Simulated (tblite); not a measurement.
# C3H14N2SSi2: the cost of one run

Programs: tblite 0.8.0 and PySCF 2.14.0, with density-fitted response routines of our own. Each step states its level of theory. These are calculated values for one molecule in the gas phase, unless marked as measured. Atoms count from 0, in the outputs and in this text.

## (1) Starting geometry

22 atoms, charge 0, multiplicity 1; geometry from: force field or distance geometry start.

Bonds of the start (Å): C0–N1 1.46, N1–C2 1.42, N1–Si3 1.78, Si3–C4 1.89, Si3–S5 2.12, S5–Si6 2.16, Si6–N7 1.77, C0–H8 1.12, C0–H9 1.11, C0–H10 1.11, C2–H11 1.12, C2–H12 1.12, C2–H13 1.11, Si3–H14 1.48, C4–H15 1.10, C4–H16 1.10, C4–H17 1.11, Si6–H18 1.48, Si6–H19 1.46, N7–H20 1.04, N7–H21 1.05.

## (2) Optimising the geometry with GFN2-xTB

What the job is given:

```
{"job": {"kind": "relax", "xc": "GFN2-xTB", "basis": "xTB"}, "charge": 0, "multiplicity": 1}
C     -2.745000    -0.892600     0.193500
N     -1.939400    -0.029900    -0.672300
C     -2.608900     1.206200    -0.879600
Si    -0.385800     0.142800     0.181000
C      0.246400    -1.615500     0.457500
S      1.110000     1.144200    -0.948200
Si     2.971300     0.840000     0.107200
N      4.265900     0.216600    -0.934000
H     -2.298600    -0.870100     1.220300
H     -2.622100    -1.940200    -0.151000
H     -3.808700    -0.575500     0.220100
H     -3.123100     1.542300     0.053900
H     -3.411000     1.095200    -1.656300
H     -1.935500     2.030100    -1.203100
H     -0.623900     0.825000     1.476300
H      1.108200    -1.560800     1.142800
H     -0.581500    -2.190100     0.887600
H      0.583300    -2.001000    -0.530200
H      2.728200    -0.111000     1.218200
H      3.361300     2.118200     0.703300
H      4.900500    -0.384100    -0.365500
H      4.798000     1.029600    -1.323900
```

Started as:

```console
$ OMP_NUM_THREADS=1 python probes_run.py task.json out
```

The driver reads the jobs from task.json and runs them one after another.

**Question.** How long does this first job take on 1 thread of Intel Xeon at 2.50GHz, shared host, and how much memory does it need?

About 8.6 s, with a peak of 0.18 GiB.
